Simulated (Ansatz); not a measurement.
What does this script print? It uses Ansatz 0.2.0, Python API.

Contents of `al2zn.yaml`:
```yaml
crystal:
  lattice:
    - [2.801313, 0.0, 0.0]
    - [-1.400657, 2.426008, 0.0]
    - [0.0, 0.0, 6.821936]
  atoms:
    - { symbol: Al, position: [0.333333, 0.666667, 0.331512] }
    - { symbol: Al, position: [0.666667, 0.333333, 0.668488] }
    - { symbol: Zn, position: [0.0, 0.0, 0.0] }
kpoints:
  mp_grid: { grid: [9, 9, 4] }
hamiltonian:
  xc: r2scan
scf:
  occupations: { method: gaussian, width: 0.05 }
output:
  forces: true
  stress: true
  eigenvalues: true
```

`al2zn_yaml_run.py`
```python
"""Run a YAML input for Al2Zn from Python."""

from collections import Counter

import ansatz as az
import numpy as np
import yaml


def main() -> None:
    with open("al2zn.yaml") as handle:
        tree = yaml.safe_load(handle)
    print("sections:", list(tree))
    out = az.Session.from_dict(tree).plan().execute()
    report = out.report

    energy = report["free_energy_ev"]
    print("Al2Zn: {:.6f} eV = {:.6f} Ry = {:.6f} Ha".format(energy, energy / 13.605693, energy / 27.211386))
    print("Fermi level {:.4f} eV, {} k-points, {} symmetry operations".format(report["fermi_energy_ev"], report["n_kpoints"], report["n_symmetry_ops"]))

    # forces, one row an atom
    forces = np.array(report["forces_ev_ang"])
    norms = np.linalg.norm(forces, axis=1)
    print("largest force {:.4f} eV/A on atom {}".format(norms.max(), norms.argmax()))
    print(np.array2string(forces, precision=4, suppress_small=True))

    told = Counter((n["data"]["severity"], n["data"]["kind"]) for n in out.notices if n["event"] == "notice")
    for (severity, kind), count in sorted(told.items()):
        print(f"{severity:8s} {kind} x{count}")

    used = report["setup"]
    print("cutoffs (eV):", used["ecut_ev"], used["ecutrho_ev"], " FFT grid:", used["fft_dense"])
    print("cell volume {:.3f} A^3, {} symmetry operations".format(used["cell_volume_ang3"], used["n_sym_ops"]))


if __name__ == "__main__":
    main()
```

Output of `python al2zn_yaml_run.py`:
```text
sections: ['crystal', 'kpoints', 'hamiltonian', 'scf', 'output']
DeckWarning: the atoms were moved onto the symmetric positions of the space group found under crystal.symmetry.tolerance 1.0e-5 (fractional; no operation is sought that the atoms, as they stand in a round, miss by more than twice it, and no atom is moved by [...]
DeckWarning: basis.ecutwfc = 500 eV, auto-derived from the records' recommended cutoffs: set by Al (their level for a meta-GGA)
Al2Zn: -4406.394048 eV = -323.863992 Ry = -161.931996 Ha
Fermi level 9.3310 eV, 43 k-points, 12 symmetry operations
largest force 0.2527 eV/A on atom 1
[[ 0.      0.     -0.2527]
 [-0.      0.      0.2527]
 [ 0.      0.      0.    ]]
audit    band_cg_iterations x1
audit    preconditioner_resolved x1
cutoffs (eV): 500.0 2000.0  FFT grid: [24, 24, 50]
cell volume 46.362 A^3, 12 symmetry operations
```
(Warnings from the package without file and line, shortened.)

Reading the output:
- Total energies depend on the potentials; only differences at equal settings carry meaning. A total without «per atom» is that of the cell as typed.
- For a metal this k-point mesh is coarse: on a finer one energies can move by several to tens of meV an atom and pressures by half a GPa or more, differences at one mesh by less.
- Only differences from the Fermi energy are physical; the zero of the scale is a convention.
- The structure comes from a database of computed cells and needn't be a stable or known phase.
- Wall time of the script: 3.6 s on 1 thread of Intel(R) Xeon(R) Platinum 8488C (Sapphire Rapids), on a shared host, peak memory 0.52 GiB.

(Lines on the test bed's own set-up are left out of the output.)
